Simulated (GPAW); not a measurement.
Crystal: SiO.

```
Si O
1.0
     0.00000    2.43364    2.43364
     2.43364    0.00000    2.43364
     2.43364    2.43364    0.00000
Si O
1 1
Direct
  0.75000 0.75000 0.75000
  0.00000 0.00000 0.00000
```

The cell was built by a generator and needn't be a form met in nature.

* Program: GPAW 26.7.0
* Task: relaxation of cell and atoms
* Functional: PBE
* Dispersion: D3(BJ)+ATM
* Potentials or basis: GPAW PAW data sets (gpaw-data 1.2.1)
* Cutoff: 800 eV
* Basis: pw
* k mesh: 9 × 9 × 9
* Occupations: fermi-dirac, width 0.05 eV
* Spin: no spin polarisation

At the start: pressure 6.4 GPa; volume 14.41 Å³/atom.

Q: Where does the relaxation end?

A: Over 5 steps the energy falls by 11.3 meV/atom and the volume is 14.91 Å³/atom (+3.4 %); space group F-43m (No. 216, to 0.05 Å).

Step by step:
| step | energy change (eV) | largest force (eV/Å) | pressure (GPa) | volume (Å³) |
| --- | --- | --- | --- | --- |
| 1 | 0.0000 | 0.0000 | 6.40 | 28.83 |
| 2 | -0.0128 | 0.0000 | 4.65 | 29.18 |
| 3 | -0.0199 | 0.0000 | -2.27 | 30.20 |
| 4 | -0.0226 | 0.0000 | -0.22 | 29.86 |
| 5 | -0.0225 | 0.0000 | 0.03 | 29.82 |

Final structure:
```cif
data_structure
_symmetry_space_group_name_H-M 'P 1'
_symmetry_Int_Tables_number 1
_cell_length_a 3.4808
_cell_length_b 3.4808
_cell_length_c 3.4808
_cell_angle_alpha 60.000
_cell_angle_beta 60.000
_cell_angle_gamma 60.000
_cell_volume 29.82
loop_
_atom_site_label
_atom_site_type_symbol
_atom_site_fract_x
_atom_site_fract_y
_atom_site_fract_z
_atom_site_occupancy
Si1 Si 0.75000 0.75000 0.75000 1
O1 O 0.00000 0.00000 0.00000 1
```

Caveat: later steps reuse the first step's grids; pairwise dispersion overbinds metals, which lowers pressure and volume.
